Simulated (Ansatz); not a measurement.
Working through an atomisation energy of C3H4Te, SMILES C1=C[Te]C1

Computed with the Python package of Ansatz (0.2.0).

`c3h4te.xyz`
```text
8

C    -0.36500    0.59330   -0.21030
C     0.45890    0.76340    0.83810
Te    1.17780   -1.24290    0.90880
C    -0.07670   -0.80000   -0.48430
H    -1.07170    1.34010   -0.72690
H     0.71500    1.63390    1.45940
H     0.29170   -0.95460   -1.49590
H    -1.03780   -1.39030   -0.34460
```

Run as a notebook:

```python
from collections import Counter

import ansatz as az
```

```python
def total_energy(molecule, charge=0, unpaired=0):
    calc = (
        molecule.calculation()
        .basis(gaussian='def2-SVP')
        .functional('pbe')
    )
    if charge:
        calc = calc.charge(charge)
    if unpaired:
        calc = calc.spin('collinear', total=unpaired)
    return calc.run().report['free_energy_ev']
```

```python
system = az.Crystal.molecule_from_extxyz('c3h4te.xyz')
```

```python
# unpaired electrons of the ground-state atoms
unpaired = {'C': 2, 'Te': 2, 'H': 1}
counts = Counter(site.symbol for site in system.cartesian_sites)
atom_energy = {s: total_energy(az.Crystal.molecule().atom(s, (0, 0, 0)), 0, unpaired[s]) for s in counts}
whole = total_energy(system, 0, 0)
for s, e in atom_energy.items():
    print(f'{s:2s} x{counts[s]}  {e:14.5f} eV')
print(f'C3H4Te: {whole:.5f} eV')
split = sum(counts[s] * e for s, e in atom_energy.items()) - whole
print(f'atomisation energy (no zero-point term): {split:.3f} eV, {split / sum(counts.values()):.3f} eV an atom')
```

    C  x3     -1027.26350 eV
    Te x1     -7291.65647 eV
    H  x4       -13.56840 eV
    C3H4Te: -10459.85305 eV
    atomisation energy (no zero-point term): 32.132 eV, 4.017 eV an atom

32.132 eV from the electronic energies, without the zero-point term.

Caveats:
- Total energies depend on the basis set; only differences at equal settings carry meaning.
- The geometry is a force-field or estimated start, not a minimum of this method, and the basis set is short of its limit. All parts are taken at fixed geometry, without zero-point energy.
- def2 sets replace the cores of elements past krypton by effective core potentials.
- This functional overbinds, so such energies come out a few per cent too high (LDA far more).
- The spin-orbit lowering of heavy atoms is left out.
- Wall time of the script: 6.9 s on 1 thread of Intel(R) Xeon(R) Platinum 8259CL CPU @ 2.50GHz (Skylake/Cascade Lake), on a shared host, peak memory 0.19 GiB.
